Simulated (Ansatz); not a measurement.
# BaMn2Bi2: the cost of one run

Program: Ansatz 0.2.0. Level of theory: DFT PBE, scalar-relativistic, plane waves, PAW. These are calculated values, not measurements.

Spin polarisation is switched off on purpose; where the compound carries moments, volume, stiffness and gap are then not the real material's.

**1. The system as given**

The structure is tetragonal, space group I4/mmm (No. 139). Conventional cell: a = 4.493 Å, b = 4.493 Å, c = 14.556 Å, α = 90.00°, β = 90.00°, γ = 90.00°. Ba (site symmetry 4/mmm) is surrounded by 8 Bi at 3.72 Å and 8 Mn at 4.28 Å. Mn (site symmetry -4m2) has 4 Bi at 2.82 Å and 4 Mn at 3.18 Å as nearest neighbours. Around Bi (site symmetry 4mm) lie 4 Mn at 2.82 Å.

Coordinates:

```cif
data_structure
_symmetry_space_group_name_H-M 'I4/mmm'
_symmetry_Int_Tables_number 139
_cell_length_a 4.4926
_cell_length_b 4.4926
_cell_length_c 14.5564
_cell_angle_alpha 90.000
_cell_angle_beta 90.000
_cell_angle_gamma 90.000
_cell_volume 293.79
loop_
_atom_site_label
_atom_site_type_symbol
_atom_site_symmetry_multiplicity
_atom_site_Wyckoff_symbol
_atom_site_fract_x
_atom_site_fract_y
_atom_site_fract_z
_atom_site_occupancy
Ba1 Ba 2 a 0.00000 0.00000 0.00000 1
Mn1 Mn 4 d 0.50000 0.00000 0.25000 1
Bi1 Bi 4 e 0.00000 0.00000 0.36679 1
```

**2. Relaxing cell and atoms**

input.yaml reads:

```yaml
crystal:
  lattice:
    - [-2.2462852742, 2.2462852742, 7.2781801451]
    - [2.2462852742, -2.2462852742, 7.2781801451]
    - [2.2462852742, 2.2462852742, -7.2781801451]
  atoms:
    - { symbol: Ba, position: [0.0, 0.0, 0.0] }
    - { symbol: Mn, position: [0.25, 0.75, 0.5] }
    - { symbol: Mn, position: [0.75, 0.25, 0.5] }
    - { symbol: Bi, position: [0.366788, 0.366788, 0.0] }
    - { symbol: Bi, position: [0.633212, 0.633212, 0.0] }
basis:
  ecutwfc: 420
  ecutrho_ratio: 4
kpoints:
  mp_grid: { grid: [12, 12, 12] }
hamiltonian:
  xc: pbe
scf:
  occupations: { method: gaussian, width: 0.05 }
output:
  forces: true
  stress: true
  eigenvalues: true
relax:
  f_tol: 0.01
  max_steps: 60
  cell: { stress_tol: 0.04 }
```

Run with:

```sh
> ansatz run input.yaml --threads 1 --pin off --max-ram 2560MiB --backend cpu --events-out ev --progress --plain --runs-dir out
```

Q: Estimate wall time and peak memory on 1 thread of Arm Neoverse V2, shared host.

About 12 min, with a peak of 0.92 GiB.
